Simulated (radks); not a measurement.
# Co¹⁷⁺ in 2s2 2p6 3s2: an all-electron calculation

The task here is to estimate one member of a computed series from the others.

Method: scalar-relativistic Kohn-Sham, HCTH/407, spin-polarised, spherical densities, point nucleus. Code: radks (a radial shooting solver on a logarithmic mesh, Libxc functionals) version 1.

**What is computed**

| Quantity | Value |
| --- | --- |
| element | cobalt (Z = 27) |
| charge | +17 |
| electrons | 10 |
| configuration | 2s2 2p6 3s2 |

Outer shells as boxes (Hund's rule):

Co¹⁷⁺
```
2s [↑↓]
2p [↑↓][↑↓][↑↓]
3s [↑↓]
```

Set-up of the first run:

Settings of this run:

```text
Z 27
configuration 2s2 2p6 3s2 3p0 3d0 4f0
relativity scalar-relativistic
functional hcth_407
spin polarised
nucleus point
c 137.035999084
```

Steps of the session up to this table: Self-consistent calculation.

One of the session's tables, all rows but one given; the rest of the session is left out.

It belongs to the step «Shells». From the orbitals of this run (lengths in bohr):

| level | <r> | outermost maximum (interpolated) | 90 % within | nodes |
| --- | --- | --- | --- | --- |
| 2s | 0.2386 | 0.202 | 0.367 | 1 |
| 2p | 0.2043 | 0.159 | 0.332 | 0 |
| 3s | ? | ? | ? | ? |
| 3p | 0.5808 | 0.541 | 0.857 | 1 |
| 3d | 0.5249 | 0.444 | 0.802 | 0 |
| 4f | 0.9800 | 0.869 | 1.42 | 0 |

**Question.** Estimate the row for 3s.

As computed: <r>: 0.6003; outermost maximum (interpolated): 0.564; 90 % within: 0.869; nodes: 2. In the column «<r>» it lies between 3p (0.5808) and 4f (0.9800).
